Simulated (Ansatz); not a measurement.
Here is an Ansatz input file for C₂H₅NSi, SMILES C=C1N[SiH2]1. Write the same calculation for the Python package.

```yaml
crystal:
  periodic: [false, false, false]
  atoms:
    - { symbol: C, position_ang: [-0.0623, 1.2453, -1.0394] }
    - { symbol: C, position_ang: [-0.0465, 0.3336, -0.152] }
    - { symbol: "N", position_ang: [0.6466, -0.0274, 0.8976] }
    - { symbol: Si, position_ang: [-0.509, -1.1383, 0.5307] }
    - { symbol: H, position_ang: [-0.8566, 1.2755, -1.8539] }
    - { symbol: H, position_ang: [0.5811, 2.1415, -1.0216] }
    - { symbol: H, position_ang: [1.6242, -0.361, 0.6366] }
    - { symbol: H, position_ang: [0.181, -2.3876, 0.2256] }
    - { symbol: H, position_ang: [-1.4699, -1.1279, 1.7592] }
basis:
  gaussian:
    orbitals: cc-pVDZ
hamiltonian:
  xc: pbe0
  dispersion: d4
relax:
  f_tol: 0.02
  max_steps: 100
```

`opt_c2h5nsi.py`:
```python
"""Relax the C2H5NSi molecule."""

import argparse
import warnings

import ansatz as az
import numpy as np

parser = argparse.ArgumentParser(description="Relax the C2H5NSi molecule.")
parser.add_argument("--basis-set", default="cc-pVDZ", help="Gaussian basis set")
parser.add_argument("--xc", default="pbe0", help="exchange-correlation functional")
parser.add_argument("--dispersion", required=True, help="dispersion correction")
args = parser.parse_args()

warnings.simplefilter("ignore", az.DeckWarning)

system = (
    az.Crystal.molecule()
    .atom("C", (-0.0623, 1.2453, -1.0394))
    .atom("C", (-0.0465, 0.3336, -0.152))
    .atom("N", (0.6466, -0.0274, 0.8976))
    .atom("Si", (-0.509, -1.1383, 0.5307))
    .atom("H", (-0.8566, 1.2755, -1.8539))
    .atom("H", (0.5811, 2.1415, -1.0216))
    .atom("H", (1.6242, -0.361, 0.6366))
    .atom("H", (0.181, -2.3876, 0.2256))
    .atom("H", (-1.4699, -1.1279, 1.7592))
)

base = (
    system.calculation()
    .basis(gaussian=args.basis_set)
    .functional(args.xc, dispersion=args.dispersion)
)
symbols = [site.symbol for site in system.cartesian_sites]
start = np.array([site.position_ang for site in system.cartesian_sites], dtype=float)
def progress(event):
    if event["event"] == "relax_step":
        row = event["data"]
        print(f"step {row['step']:3d}  E = {row['lagrangian_ev']:.6f} eV  largest force component {row['allowed_force_max_ev_ang']:.4f} eV/A")


report = base.relax(force_tolerance=0.02, max_steps=100).session().plan().execute(on_event=progress).report
end = np.array(report["positions_ang"])

for key in ("converged", "free_energy_ev", "reference_energy_ev", "n_frozen", "n_occupied", "n_virtual"):
    print(f"{key:22s} {report[key]}")

print("final positions (A) and the move of each atom")
for symbol, xyz, old in zip(symbols, end, start):
    print(f"{symbol:2s} {xyz[0]:10.5f} {xyz[1]:10.5f} {xyz[2]:10.5f}   {np.linalg.norm(xyz - old):7.4f}")
with open("c2h5nsi_opt.xyz", "w") as handle:
    handle.write(f"{len(symbols)}\nrelaxed C2H5NSi\n")
    handle.writelines(f"{s:2s} {x:11.6f} {y:11.6f} {z:11.6f}\n" for s, (x, y, z) in zip(symbols, end))
```

```console
$ python opt_c2h5nsi.py --dispersion d4
step   1  E = -11512.180327 eV  largest force component 7.5105 eV/A
step   2  E = -11513.305621 eV  largest force component 3.1976 eV/A
step   3  E = -11513.564952 eV  largest force component 0.7566 eV/A
step   4  E = -11513.519008 eV  largest force component 1.4770 eV/A
step   5  E = -11513.623012 eV  largest force component 0.2561 eV/A
step   6  E = -11513.635185 eV  largest force component 0.2302 eV/A
step   7  E = -11513.637841 eV  largest force component 0.2470 eV/A
step   8  E = -11513.597138 eV  largest force component 0.4360 eV/A
step   9  E = -11513.632933 eV  largest force component 0.9006 eV/A
step  10  E = -11513.645333 eV  largest force component 0.0448 eV/A
step  11  E = -11513.645614 eV  largest force component 0.0238 eV/A
step  12  E = -11513.645657 eV  largest force component 0.0058 eV/A
converged              True
free_energy_ev         -11513.64568404616
reference_energy_ev    -11513.502091439033
n_frozen               0
n_occupied             [19, 19]
n_virtual              [66, 66]
final positions (A) and the move of each atom
C    -0.08173    1.28279   -1.11361    0.0854
C    -0.05923    0.35252   -0.15851    0.0237
N     0.77403   -0.00769    0.91107    0.1296
Si   -0.49092   -1.21494    0.68362    0.1720
H    -0.89562    1.30952   -1.83771    0.0542
H     0.70211    2.04317   -1.18365    0.2249
H     1.78919    0.05190    0.87518    0.5046
H    -0.18383   -2.50810    0.00469    0.4432
H    -1.46540   -1.35547    1.80171    0.2315
```

Caveats:
- Total energies depend on the basis set; only differences at equal settings carry meaning.
- The end point is the stationary point reached from this start; no frequency run checks that it is a minimum, and the basis set is modest.
- Total less reference energy is the dispersion correction.
- Timing: 46 s on 1 thread of Arm Neoverse V1, with other jobs on the host, peak memory 0.24 GiB.

(Lines on the test bed's own set-up are left out of the output.)
